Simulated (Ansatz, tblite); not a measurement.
# ZnO with GFN2-xTB from a Python script

These are simulated results from tblite 0.8.0, not measurements. The cell was built from a prototype and was relaxed with r2SCAN in plane waves (Ansatz 0.2.0). Not every such cell is a known phase. All runs are without spin polarisation.

The symmetry is P6_3mc (No. 186, hexagonal); conventional cell a = 3.235 Å, c = 5.211 Å, 11.81 Å³ an atom. Zn is surrounded by 4 O at 1.97–1.98 Å; O is surrounded by 4 Zn at 1.97–1.98 Å.

tblite solves periodic systems at the zone centre alone, so the script builds a cluster of 3×3×2 conventional cells (72 atoms), which folds in a coarse mesh of k points.

Input script:

```python
import json
from ase import Atoms
from ase.build import make_supercell
from ase.units import Bohr, GPa, Hartree
from tblite.interface import Calculator

atoms = Atoms(['Zn', 'Zn', 'O', 'O'],
              cell=[[3.23534086, 0.0, 0.0], [-1.61767043, 2.80188738, 0.0], [0.0, 0.0, 5.21095182]],
              scaled_positions=[[0.333333333, 0.666666667, -0.002347753], [0.666666667, 0.333333333, 0.497652247], [0.333333333, 0.666666667, 0.377347753], [0.666666667, 0.333333333, 0.877347753]],
              pbc=True)
cluster = make_supercell(atoms, [[3, 0, 0], [0, 3, 0], [0, 0, 2]])
calc = Calculator('GFN2-xTB', cluster.numbers, cluster.positions / Bohr, lattice=cluster.cell[:] / Bohr, periodic=cluster.pbc)
calc.set('temperature', 0.02 / Hartree)
calc.set('max-iter', 150)
res = calc.singlepoint()
levels = res.get('orbital-energies') * Hartree
nv = round(res.get('orbital-occupations').sum() / 2)
cells = len(cluster) // len(atoms)
out = {'energy_per_cell': res.get('energy') * Hartree / cells, 'homo': levels[nv - 1], 'lumo': levels[nv],
       'stress': (-res.get('virial') * Hartree / cluster.get_volume() / GPa).tolist(), 'charges': res.get('charges')[:len(atoms)].tolist(), 'electrons': 2 * nv / cells}
json.dump(out, open('results.json', 'w'))
for key, value in out.items():
    print(key, value)
```

Command: `python run.py`. It took 8.2 s on 1 thread of Intel(R) Xeon(R) Platinum 8488C (Sapphire Rapids), with other jobs on the host, peak memory 0.1 GiB.

The log:

```
------------------------------------------------------------
  cycle        total energy    energy error   density error
------------------------------------------------------------
      1     -150.0575000696  -1.5024346E+02   5.1450210E-01
      2     -169.8936192447  -1.9836119E+01   1.3672879E-01
      3     -170.0465722374  -1.5295299E-01   7.6181679E-02
      4     -169.8929755671   1.5359667E-01   5.0495769E-02
      5     -169.9133630792  -2.0387512E-02   5.3506267E-02
      6     -169.9566111163  -4.3248037E-02   4.8889966E-02
      7     -170.1162549405  -1.5964382E-01   9.3928200E-03
      8     -170.0151747983   1.0108014E-01   3.5270639E-02
      9     -170.1153098219  -1.0013502E-01   6.0420629E-03
     10     -170.1160883528  -7.7853093E-04   4.6565706E-03
     11     -170.1162230968  -1.3474396E-04   2.6904096E-03
     12     -170.1159803731   2.4272365E-04   1.7943526E-03
     13     -170.1161727707  -1.9239751E-04   5.2254838E-04
     14     -170.1161774723  -4.7016748E-06   2.3612010E-04
     15     -170.1161764426   1.0297632E-06   1.3738879E-04
     16     -170.1161745707   1.8718591E-06   1.9438146E-04
     17     -170.1161753555  -7.8476472E-07   1.5762626E-04
     18     -170.1161766074  -1.2519222E-06   7.3911235E-05
     19     -170.1161769571  -3.4972416E-07   1.0497764E-05
------------------------------------------------------------

 total:                                   7.467 sec
energy_per_cell -257.17205334276855
homo -13.017153041319096
lumo -12.824001916010308
stress [[-8.207914277811069, -4.932860903252406e-06, -1.1960512213113686e-07], [-4.932860903301974e-06, -8.207920217997122, 6.906173151913383e-08], [-1.1960512225228983e-07, 6.906173129525848e-08, -11.482867966391733]]
charges [0.4565989957250267, 0.45659851473312263, -0.4565986421496355, -0.4565985743457819]
electrons 16.0
```

The cycle table is in hartree for the whole cluster, and the lines after it are in eV (the energy for one cell). The printed stress is in GPa and positive in compression, and the pressure is its mean diagonal.

GFN2-xTB gives a gap of 0.19 eV. On the same cell, plane-wave PBE (Ansatz, 12×12×6 k points and the special points) gives a gap of 0.81 eV and r2SCAN a gap of 1.24 eV; on shared hosts these took about 8.3 and 24 core-seconds on the 4-atom cell, against 8.2 for the script. Semilocal gaps usually lie below measured ones. xTB was fitted to molecules, so gaps, charges and pressures of solids can be far off, and the gap also depends on the size of the cluster.

The same script was run on cells scaled at fixed shape and fractional coordinates:

```json
{"volume (Å³/atom)": "10.39", "energy (meV/atom)": "-49.9", "pressure (GPa, positive in compression)": "-1.02", "gap (eV)": "0.56"}
{"volume (Å³/atom)": "11.10", "energy (meV/atom)": "-33.7", "pressure (GPa, positive in compression)": "-5.55", "gap (eV)": "0.36"}
{"volume (Å³/atom)": "11.81", "energy (meV/atom)": "0.0", "pressure (GPa, positive in compression)": "-9.30", "gap (eV)": "0.19"}
{"volume (Å³/atom)": "12.52", "energy (meV/atom)": "46.9", "pressure (GPa, positive in compression)": "-11.80", "gap (eV)": "0.07"}
{"volume (Å³/atom)": "13.23", "energy (meV/atom)": "103.1", "pressure (GPa, positive in compression)": "-13.60", "gap (eV)": "0.00"}
```

The minimum lies beyond the smallest of these volumes.

xTB was fitted mostly to molecules, and a small cluster samples few k points, so gaps, pressures and kinks along a curve can be far from a solid's.
